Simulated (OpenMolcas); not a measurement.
**Ta⁴⁺ among point charges: CASSCF and CASPT2 levels and susceptibility**

Aim: the splitting of the states of Ta⁴⁺ in the field of 6 point charges, its lowest levels with spin-orbit coupling and its magnetic susceptibility.

Method: state-averaged CASSCF and CASPT2, spin-orbit coupling by RASSI with atomic mean-field integrals. Code: OpenMolcas 26.06.

### 1 Starting point

| Property | Result |
| --- | --- |
| Species | Ta⁴⁺ (tantalum, Z = 73, 69 electrons) |
| Basis | ANO-RCC-VDZP [7s6p4d2f1g], 68 functions |
| Scalar Hamiltonian | DKH2, point nucleus |
| Inactive shells | 1s 2s 2p 3s 3p 3d 4s 4p 4d 4f 5s 5p |
| Active space | 1 electron in 5 orbitals (5d) |
| Some configurations of this space | 5d |
| Orbitals | optimised for each spin and parity, averaged over all roots |

The outer shells:

5d
```
5d [↑ ][  ][  ][  ][  ]
```

The ion sits among 6 point charges of -1 e arranged as a trigonal prism (D3h), 2.05 Å from the ion, with a polar angle of 54.5° against the regular 49.1°.

The work runs as a chain of OpenMolcas steps in one folder; each step below is one input file. Labels, J, g values, rates, χT and fits are worked out afterwards by a script from the matrices that RASSI stores.

### 2 One- and two-electron integrals

a.inp reads:

```
&GATEWAY
Coord
1

Ta 0.0 0.0 0.0
Basis=ANO-RCC-VDZP
Group=NoSym
NoMove
AngMom=0.0 0.0 0.0
AMFI
XField
6 Angstrom 0
1.668958 0.000000 1.190412 -1.000000
-0.834479 1.445360 1.190412 -1.000000
-0.834479 -1.445360 1.190412 -1.000000
1.668958 0.000000 -1.190412 -1.000000
-0.834479 1.445360 -1.190412 -1.000000
-0.834479 -1.445360 -1.190412 -1.000000
&SEWARD
```

Started as:

```
$ OMP_NUM_THREADS=1 MOLCAS_MEM=1689 MOLCAS_PROJECT=a pymolcas a.inp > a.log
```

What it wrote:

```text
Basis set label: TA.ANO-RCC...7S6P4D2F1G.

      Electronic valence basis set:
      ------------------
      Associated Effective Charge  73.000000 au
      Associated Actual Charge     73.000000 au
      Nuclear Model: Point charge

      Shell  nPrim  nBasis  Cartesian Spherical Contaminant
         s      24       7        X
         p      21       6        X
         d      15       4                 X
         f      11       2                 X
         g       4       1                 X
                  Relativistic Douglas-Kroll-Hess integrals:
                    - DKH order of Hamiltonian: 2
                    - DKH order of Properties : 0
                  Atomic mean-field integrals
```

### 3 Reference wave functions, doublets, 5 roots

a.inp reads:

```
&RASSCF
FileOrb=start.orb
Symmetry=1
Spin=2
nActEl=1 0 0
Inactive=34
Ras2=5
CIRoot=5 5 1
SDav=5
CIMx=300
Iter=120 100
PrWF=0.3
OrbListing=Nothing
MaxOrb=0
>>> COPY $Project.JobIph JOB001
```

start.orb holds the contracted functions of the basis, ordered by shell, or the orbitals of the step before.

What it wrote:

```text
Wave function specifications:
      -----------------------------

      Number of closed shell electrons          68
      Number of electrons in active shells       1
      Max number of holes in RAS1 space          0
      Max nr of electrons in RAS3 space          0
      Number of inactive orbitals               34
      Number of active orbitals                  5
      Number of secondary orbitals              29
      Spin quantum number                      0.5
      State symmetry                             1
Orbital specifications:
      -----------------------

      Symmetry species                           1
                                                 a
      Frozen orbitals                            0
      Inactive orbitals                         34
      Active orbitals                            5
      RAS1 orbitals                              0
      RAS2 orbitals                              5
      RAS3 orbitals                              0
      Secondary orbitals                        29
      Deleted orbitals                           0
      Number of basis functions                 68
      Number of CSFs                             5
      Number of root(s) required                 5
      Iter CI   SX   CI       RASSCF       Energy    max ROT     max BLB   max BLB  Level Ln srch  Step   QN
          iter iter root      energy       change     param      element    value   shift minimum  type update
 Nr of preliminary CI iterations:   1
      Total energies have been shifted. Add               -15000.00 au
        1   1    7    0  -593.12078453    0.00E+00   1.80E-01*  34  44 1  2.01E-01*  0.36   0.00    SX    NO
        2   1    6    0  -593.19114911   -7.04E-02*  2.77E-02   24  53 1 -1.66E-01*  0.39   0.00    SX    NO
        3   1    6    0  -593.19789999   -6.75E-03*  2.52E-02   25  54 1  1.31E-01*  0.38   0.00    SX    NO
        4   1    6    0  -593.20054868   -2.65E-03*  1.08E-02   27  56 1 -1.12E-01*  0.40   0.00    SX    NO
        5   1    6    0  -593.20227159   -1.72E-03* -4.77E-03   29  58 1  9.61E-02*  0.38   0.54    LS   YES
        6   1    5    0  -593.20676541   -4.49E-03*  1.95E-03   25  54 1  3.30E-03*  0.39   1.04    QN   YES
        7   1    5    0  -593.20677751   -1.21E-05*  7.72E-04   33  46 1  2.95E-04*  0.39   1.17    QN   YES
        8   1    5    0  -593.20677820   -6.85E-07* -1.57E-04   27  56 1 -9.49E-05   0.39   1.14    QN   YES
        9   1    4    0  -593.20677822   -2.68E-08*  8.55E-05   25  36 1 -2.13E-05   0.39   1.18    QN   YES
       10   1    3    0  -593.20677823   -2.33E-09   5.18E-05   34  47 1 -7.17E-06   0.39   1.34    QN   YES
      Convergence after 10 iterations
       11   1    3    0  -593.20677823   -3.84E-10   5.18E-05   18  47 1  2.48E-06   0.39   1.34    QN   YES
      Natural orbitals and occupation numbers for root  1
      sym 1:   0.000000   0.000000   1.000000   0.000000  -0.000000
      Natural orbitals and occupation numbers for root  2
      sym 1:   1.000000   0.000000   0.000000   0.000000   0.000000
      Natural orbitals and occupation numbers for root  3
      sym 1:   1.000000   0.000000   0.000000   0.000000  -0.000000
::    RASSCF root number  1 Total energy: -15593.22200145
::    RASSCF root number  2 Total energy: -15593.21225580
::    RASSCF root number  3 Total energy: -15593.21225580
::    RASSCF root number  4 Total energy: -15593.19368904
::    RASSCF root number  5 Total energy: -15593.19368904
```

### 4 State interaction with spin-orbit coupling

a.inp reads:

```
&RASSI
NrOfJobIphs=1 5
1 2 3 4 5
IphNames
JOB001
EJob
SpinOrbit
DIPRint=1.0
SOCoupling=1000.0
Subsets=2
Property=9
'ANGMOM' 1 'ANGMOM' 2 'ANGMOM' 3 'MLTPL  1' 1 'MLTPL  1' 2 'MLTPL  1' 3
'AMFI' 1 'AMFI' 2 'AMFI' 3
SOProperty=3
'ANGMOM' 1 'ANGMOM' 2 'ANGMOM' 3
```

What it wrote:

```text
SPIN-FREE ENERGIES:
  (Shifted by EMIN (a.u.) =     -15593.2220014477)

 SF State       Relative EMIN(au)   Rel lowest level(eV)    D:o, cm**(-1)      L_eff

     1             0.0000000000        0.0000000000              0.0000         2.0
     2             0.0097456432        0.2651924617           2138.9215         2.0
     3             0.0097456432        0.2651924617           2138.9215         2.0
     4             0.0283124112        0.7704199562           6213.8560         2.0
     5             0.0283124112        0.7704199562           6213.8560         2.0
     Dipole printing threshold changed to   1.00000000E+00

++ Dipole transition strengths (spin-free states):
   -----------------------------------------------
     for osc. strength at least  1.00000000E+00

  ( Max oscillator strength is only    3.8523622056377637E-005 )
--
Eigenvalues of complex Hamiltonian:
   -----------------------------------
  (Shifted by EMIN (a.u.) =     -15593.2220014477)

 SO State       Relative EMIN(au)   Rel lowest level(eV)    D:o, cm**(-1)     J-value

     1            -0.0096534390        0.0000000000              0.0000         1.6
     2            -0.0096534390        0.0000000000              0.0000         1.6
     3            -0.0083189270        0.0363139206            292.8915         0.9
     4            -0.0083189270        0.0363139206            292.8915         0.9
     5             0.0232480912        0.8952962458           7221.0512         1.2
     6             0.0232480912        0.8952962458           7221.0512         1.2
     7             0.0306413101        1.0964759804           8843.6752         2.3
     8             0.0306413101        1.0964759804           8843.6752         2.3
     9             0.0401990735        1.3565559725          10941.3618         2.1
    10             0.0401990735        1.3565559725          10941.3618         2.1
Weights of the five most important spin-orbit-free states for each spin-orbit state.

 SO State  Total energy (au)           Spin-free states, spin, and weights
 -------------------------------------------------------------------------------------------------------
    1        -0.009653       1 0.5  0.7604    4 0.5  0.1198    5 0.5  0.1198    3 0.5  0.0000    2 0.5  0.0000
    2        -0.009653       1 0.5  0.7604    4 0.5  0.1198    5 0.5  0.1198    3 0.5  0.0000    2 0.5  0.0000
    3        -0.008319       3 0.5  0.4530    2 0.5  0.4530    5 0.5  0.0470    4 0.5  0.0470    1 0.5  0.0000
    4        -0.008319       3 0.5  0.4530    2 0.5  0.4530    5 0.5  0.0470    4 0.5  0.0470    1 0.5  0.0000
    5         0.023248       2 0.5  0.5000    3 0.5  0.5000    1 0.5  0.0000    4 0.5  0.0000    5 0.5  0.0000
    6         0.023248       2 0.5  0.5000    3 0.5  0.5000    1 0.5  0.0000    4 0.5  0.0000    5 0.5  0.0000
    7         0.030641       4 0.5  0.3802    5 0.5  0.3802    1 0.5  0.2396    2 0.5  0.0000    3 0.5  0.0000
    8         0.030641       4 0.5  0.3802    5 0.5  0.3802    1 0.5  0.2396    2 0.5  0.0000    3 0.5  0.0000
    9         0.040199       5 0.5  0.4530    4 0.5  0.4530    3 0.5  0.0470    2 0.5  0.0470    1 0.5  0.0000
   10         0.040199       5 0.5  0.4530    4 0.5  0.4530    3 0.5  0.0470    2 0.5  0.0470    1 0.5  0.0000
 -------------------------------------------------------------------------------------------------------
```

These steps took 2.4 s in all on 1 thread of Intel Xeon Platinum 8488C (Sapphire Rapids), shared host.

States without spin-orbit coupling:

```
state  degeneracy  E (cm-1)  free-ion L (%)
  2A1           1         0         D (100)
   2E           2      2139         D (100)
   2E           2      6214         D (100)
```

With spin-orbit coupling:

```json
{"E (cm-1)": "0.0", "Degeneracy": "2", "Label": "E1/2", "2S+1": "2", "g": "0.57 0.57 1.52"}
{"E (cm-1)": "292.9", "Degeneracy": "2", "Label": "E3/2", "2S+1": "2", "g": "0.00 0.00 2.14"}
{"E (cm-1)": "7221", "Degeneracy": "2", "Label": "E1/2", "2S+1": "2", "g": "0.00 0.00 5.95"}
{"E (cm-1)": "8844", "Degeneracy": "2", "Label": "E1/2", "2S+1": "2", "g": "0.48 2.57 2.57"}
{"E (cm-1)": "10941", "Degeneracy": "2", "Label": "E3/2", "2S+1": "2", "g": "0.00 0.00 3.81"}
```

Labels of spin-orbit levels are those of the rotation subgroup (D3 for D3h). Principal g values are given for doublets only; a zero marks a field direction without first-order Zeeman splitting.

Powder χT (cm³ K/mol): 0.09 at 2 K, 0.10 at 5 K, 0.10 at 10 K, 0.10 at 20 K, 0.12 at 50 K, 0.15 at 100 K, 0.17 at 150 K, 0.18 at 200 K, 0.20 at 250 K, 0.21 at 300 K.

Orbitals of the lowest block (energies include the constant potential of the surroundings):

```
shell     space  energy (hartree)  mean occupation  ⟨r²⟩ (bohr²)
   1s  inactive        -2485.8641            2.000      0.000446
   2s  inactive         -432.4885            2.000       0.00729
   2p  inactive         -380.3942            6.000       0.00601
   3s  inactive         -101.3296            2.000        0.0477
   3p  inactive          -85.4472            6.000        0.0483
   3d  inactive          -66.1846           10.000        0.0404
   4s  inactive          -21.8344            2.000         0.238
   4p  inactive          -16.5009            6.000         0.270
   4d  inactive           -9.4015           10.000         0.318
   4f  inactive           -1.5078           14.000         0.490
   5s  inactive           -3.1928            2.000          1.38
   5p  inactive           -1.7437            6.000          1.83
   5d      RAS2                              1.000          3.91
```

### 5 CASPT2: IPEA 0.25, imaginary shift 0.1 (closed shells correlated: 4f 5s 5p)

a.inp reads:

```
>>> COPY JOB001 $Project.JobIph
&CASPT2
Multistate=5 1 2 3 4 5
NoMult
Frozen=23
IPEA=0.25
Imaginary=0.1
MaxIter=60
WThr=0.0 0.3 0.05
PrWF=0.5
NoMix
```

Started as:

```
$ OMP_NUM_THREADS=1 MOLCAS_MEM=1689 MOLCAS_PROJECT=a pymolcas a.inp > a.log
```

What it wrote:

```text
Orbital specifications:
      -----------------------

      Symmetry species                           1
                                                 a
      Frozen orbitals                           23
      Inactive orbitals                         11
      Active orbitals                            5
      Secondary orbitals                        29
      Deleted orbitals                           0
      Number of basis functions                 68
Type of calculation                        SS-CASPT2
      Fock operator                              state-specific
      IPEA shift                                 0.25
      Real shift                                 0.00
      Imaginary shift                            0.10
      The input orbitals will be transformed to quasi-canonical
Reference energy:      -15593.2220014477
      E2 (Non-variational):      -0.8283816139
      Shift correction:          -0.0001248704
      E2 (Variational):          -0.8285064844
      Total energy:          -15594.0505079321
      Residual norm:              0.0000002131
      Reference weight:           0.91768
      Contributions to the CASPT2 correlation energy
      Active & Virtual Only:          0.0000000031
      One Inactive Excited:          -0.0416048600
      Two Inactive Excited:          -0.7867767571
Reference energy:      -15593.2122558045
      E2 (Non-variational):      -0.8289105010
      Shift correction:          -0.0001254675
      E2 (Variational):          -0.8290359685
      Total energy:          -15594.0412917730
      Residual norm:              0.0000002959
      Reference weight:           0.91752
      Contributions to the CASPT2 correlation energy
      Active & Virtual Only:         -0.0000000001
      One Inactive Excited:          -0.0421695823
      Two Inactive Excited:          -0.7867409186
::    CASPT2 Root  1     Total energy: -15594.05050793
::    CASPT2 Root  2     Total energy: -15594.04129177
::    CASPT2 Root  3     Total energy: -15594.04128776
::    CASPT2 Root  4     Total energy: -15594.02252674
::    CASPT2 Root  5     Total energy: -15594.02252679
```

This run took 1.6 s in all on 1 thread of Intel Xeon Platinum 8488C (Sapphire Rapids), shared host.

SS-CASPT2: lowest energy less the reference's lowest, -0.8285 hartree; reference weights 0.918.

States without spin-orbit coupling:

```
state  degeneracy  E (cm-1)  free-ion L (%)
  2A1           1         0         D (100)
   2E           2      2023         D (100)
   2E           2      6141         D (100)
```

With spin-orbit coupling:

| E (cm-1) | Degeneracy | Label | 2S+1 | g |
| --- | --- | --- | --- | --- |
| 0 | 2 | E1/2 | 2 | 0.58 0.58 1.52 |
| 200 | 2 | E3/2 | 2 | 0.00 0.00 2.14 |
| 7120 | 2 | E1/2 | 2 | 0.00 0.00 5.95 |
| 8810 | 2 | E1/2 | 2 | 0.48 2.58 2.58 |
| 10880 | 2 | E3/2 | 2 | 0.00 0.00 3.81 |

Powder χT (cm³ K/mol): 0.09 at 2 K, 0.10 at 5 K, 0.10 at 10 K, 0.11 at 20 K, 0.13 at 50 K, 0.16 at 100 K, 0.19 at 150 K, 0.20 at 200 K, 0.21 at 250 K, 0.22 at 300 K.

### 6 The methods side by side

A. CASSCF
B. SS-CASPT2, IPEA 0.25, imaginary shift 0.1 (closed shells correlated: 4f 5s 5p)

```
method  ground state  first state of that spin (cm-1)  first gap with spin-orbit (cm-1)  χT at 300 K
     A           2A1                          2E 2139                             292.9         0.21
     B           2A1                          2E 2023                             198.7         0.22
```

### 7 Summary of results

| quantity | value |
| --- | --- |
| method | SS-CASPT2, IPEA 0.25, imaginary shift 0.1 (closed shells correlated: 4f 5s 5p) |
| spin-free ground state | 2A1, 1-fold in its orbital part |
| first state of the same spin within the active space | 2E at 2020 cm⁻¹ |
| lowest level | 2-fold E1/2, g = 0.58, 0.58, 1.52 |
| next level | 198.7 cm⁻¹ |
| χT at 300 K | 0.22 cm³ K/mol |
| effective moment at 300 K | 1.32 μB |

Cost by method:

```
                                                 method  time of its own steps  time with the reference
                                              A. CASSCF                  2.4 s                    2.4 s
B. SS-CASPT2, IPEA 0.25, imaginary shift 0.1, +4f 5s 5p                  1.6 s                      4 s
```

Times are of one thread on a shared host.

**Reading.** The spin-free ground state (2A1) comes to 100 % from free-ion D terms and keeps the highest spin of the shell. χT at 300 K is 0.22, against 0.38 cm³ K/mol for the spin alone, so orbital moment lowers it. The field of point charges can differ much from that of real complexes. This is an electrostatic model: the charges have no orbitals.
